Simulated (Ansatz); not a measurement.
# TiB2: how the settings move a relaxation

Aim: see which settings change the result for TiB2, by how much, and at what cost.

Computed with Ansatz 0.2.0 (reference: DFT, PBEsol, PAW with Ansatz's default frozen-core files, scalar-relativistic; relaxation of cell and atoms, unless a step's input says otherwise).

### Step 1. The structure to begin with

The structure is hexagonal, space group P6/mmm (No. 191). Conventional cell: a = 3.029 Å, b = 3.029 Å, c = 3.228 Å, α = 90.00°, β = 90.00°, γ = 120.00°. Ti (site symmetry 6/mmm) has 12 B at 2.38 Å in its first shell of neighbours. Around B (site symmetry -6m2) lie 3 B at 1.75 Å and 6 Ti at 2.38 Å.

Structure file:

```
Ti B
1.0
     3.02920    0.00000    0.00000
    -1.51460    2.62336    0.00000
     0.00000    0.00000    3.22840
Ti B
1 2
Direct
  0.00000 0.00000 0.00000
  0.33333 0.66667 0.50000
  0.66667 0.33333 0.50000
```

### Step 2. The reference run

File input.yaml:

```yaml
crystal:
  lattice:
    - [3.02919999998, 0.0, 0.0]
    - [-1.51459999999, 2.62336415313, 0.0]
    - [0.0, 0.0, 3.2284]
  atoms:
    - { symbol: Ti, position: [0.0, 0.0, 0.0] }
    - { symbol: B, position: [0.333333333333, 0.666666666667, 0.5] }
    - { symbol: B, position: [0.666666666667, 0.333333333333, 0.5] }
kpoints:
  mp_grid: { grid: [12, 12, 10] }
scf:
  occupations: { method: fermi_dirac, width: 0.05 }
hamiltonian:
  xc: pbesol
  pseudopotentials: { kind: paw }
relax:
  f_tol: 0.002
  max_steps: 80
  cell: {}
output:
  forces: true
  stress: true
```

Started as:

```sh
> ansatz run input.yaml --threads 2 --pin off --max-ram 6144MiB --backend cpu --events-out ev --progress --plain --runs-dir out
```

### Step 3. Changing settings: starting moments, xc_grid 4, ecutrho_ratio 6, spin_polarized true

File input.yaml:

```yaml
crystal:
  lattice:
    - [3.02919999998, 0.0, 0.0]
    - [-1.51459999999, 2.62336415313, 0.0]
    - [0.0, 0.0, 3.2284]
  atoms:
    - { symbol: Ti, position: [0.0, 0.0, 0.0], spin: 0.2 }
    - { symbol: B, position: [0.333333333333, 0.666666666667, 0.5], spin: 0.2 }
    - { symbol: B, position: [0.666666666667, 0.333333333333, 0.5], spin: 0.2 }
kpoints:
  mp_grid: { grid: [12, 12, 10] }
scf:
  occupations: { method: fermi_dirac, width: 0.05 }
hamiltonian:
  xc: pbesol
  pseudopotentials: { kind: paw }
relax:
  f_tol: 0.002
  max_steps: 80
  cell: {}
output:
  forces: true
  stress: true
basis:
  xc_grid: 4
  ecutrho_ratio: 6
magnetization:
  spin_polarized: true
```

What does the calculation give? Wanted: for each run, ending; energy change; pressure; gap; force.

**Answer**, as computed:

| run | ending | energy change | pressure (GPa) | gap (eV) | force (eV/Å) | cycles | time |
| --- | --- | --- | --- | --- | --- | --- | --- |
| reference | converged | 0 | 0.0 | 0.00 | 0.00 | 32 | 9.2 s |
| 1: starting moments, xc_grid 4, ecutrho_ratio 6, spin_polarized true | converged | 0.0 meV/atom | 0.0 | 0.00 | 0.00 | 38 | 23 s |

What this shows: With the changed spin polarisation and numerical grids the energy stays within 0.5 meV/atom: no moment survives, so both runs end on the same non-magnetic state.
